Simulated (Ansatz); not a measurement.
**AsH2+ (singlet): the correlation ladder at scale of all distances = 1.999, cc-pVDZ**

Aim: climb from Hartree-Fock through coupled cluster and multireference methods for AsH2+ (singlet) at one geometry and basis, and see what each rung misses.

Program: Ansatz 0.2.0, Gaussian basis. Level of theory: cc-pVDZ, core rule «outside noble gas», up to 14 orbitals frozen. These are calculated values, not measurements.

The runs, in order: UHF; CCSD(T) on RHF; CCSD(T) on UHF; BCCD(T) on RHF; CISD; CCSDT(Q) on RHF; CCSDT(Q) on UHF; CISDTQ; CCSDTQ on RHF; CASSCF and MRCISD+Q, 2 electrons in 2 orbitals; CASSCF and NEVPT2, 2 electrons in 2 orbitals; CASSCF and MRCISD+Q, 6 electrons in 6 orbitals; CASSCF and NEVPT4(SD), 6 electrons in 6 orbitals; CASSCF and NEVPT2, 6 electrons in 6 orbitals; Full CI.

15 further runs of the same task are left out: 8 that didn't finish, 7 set aside as unsound or not needed.

## 1. The geometry

The geometry derives from a PBE0/def2-TZVP stationary point (not a proven minimum). All distances are scaled together. No spin-orbit coupling is included. The filled d shell of As may be among the frozen orbitals whatever the setting's name suggests; the logs give the count.

3 atoms, charge 1, spin multiplicity 1.

Atoms are counted from 1 here; the program's logs count them from 0.

No contacts short enough for the rule that draws bonds.

As a file:

```xyz
3
charge 1, multiplicity 1
As    0.0000   -0.0562    0.0000
H     0.0000    2.0881   -2.1807
H     0.0000    2.0881    2.1807
```

## 2. UHF

in.yaml reads:

```yaml
crystal:
  periodic: [false, false, false]
  atoms:
    - {symbol: As, position_ang: [0.000000, -0.056185, 0.000000]}
    - {symbol: H, position_ang: [0.000000, 2.088140, -2.180708]}
    - {symbol: H, position_ang: [0.000000, 2.088136, 2.180712]}
basis:
  gaussian: {orbitals: cc-pVDZ}
total_charge: 1
magnetization: {spin_polarized: true, initial_magnetization: 0}
hamiltonian: {xc: hf}
output: {orbitals: {seedname: orbitals}}
```

The run is started by

```bash
$ ansatz run in.yaml --threads 1 --pin off --events-out ev --progress --plain --max-ram 2393MiB
```

The runs that follow: CCSD(T) on RHF; CCSD(T) on UHF; BCCD(T) on RHF; CISD; CCSDT(Q) on RHF; CCSDT(Q) on UHF; CISDTQ; CCSDTQ on RHF; CASSCF and MRCISD+Q, 2 electrons in 2 orbitals; CASSCF and NEVPT2, 2 electrons in 2 orbitals; CASSCF and MRCISD+Q, 6 electrons in 6 orbitals; CASSCF and NEVPT4(SD), 6 electrons in 6 orbitals; CASSCF and NEVPT2, 6 electrons in 6 orbitals; Full CI.

Before running them: what should the planned runs give, taken together? Wanted: FCI below the RHF energy; RMP2 from FCI; UMP2 from FCI; RCCSD from FCI; RCCSD(T) from FCI; UCCSD(T) from FCI; RCCSDT(Q) from FCI; UCCSDT(Q) from FCI; NEVPT2 valence from FCI.

As calculated:

| quantity | value |
| --- | --- |
| FCI below the RHF energy | -7.0132 eV |
| RMP2 from FCI | +63.40 kcal/mol |
| UMP2 from FCI | +16.19 kcal/mol |
| RCCSD from FCI | +8.05 kcal/mol |
| RCCSD(T) from FCI | -4.90 kcal/mol |
| UCCSD(T) from FCI | +3.59 kcal/mol |
| RCCSDT(Q) from FCI | +1.57 kcal/mol |
| UCCSDT(Q) from FCI | +1.21 kcal/mol |
| NEVPT2 valence from FCI | +7.88 kcal/mol |
| NEVPT4(SD) valence from FCI | +0.40 kcal/mol |
| MRCISD+Q valence from FCI | -0.41 kcal/mol |
| levels within 1 kcal/mol (43 meV) | RCCSDTQ, NEVPT4(SD) valence, MRCISD valence, MRCISD+Q valence |
| T1 diagnostic | 0.073 |
| effectively unpaired electrons | 2.89 |

RCCSD(T) misses by -4.90 kcal/mol, 3.0 % of the correlation energy. CCSD(T) misses by -4.90 kcal/mol on the restricted determinant and by +3.59 kcal/mol on the unrestricted one; the two need not hold the same state or core. RCCSD(T), BCCD(T), RCCSDT, RCCSDTQ, MRCISD+Q valence fall below full CI, which methods that aren't variational can do. The occupations show strong static correlation (2.9 unpaired electrons where one determinant has 0). Of the multireference levels listed NEVPT4(SD) valence comes nearest in total energy (+0.40 kcal/mol), which doesn't show that its space is the better one. Coupled cluster took another determinant than the lowest Hartree-Fock one. These misses are within one basis, not against nature.
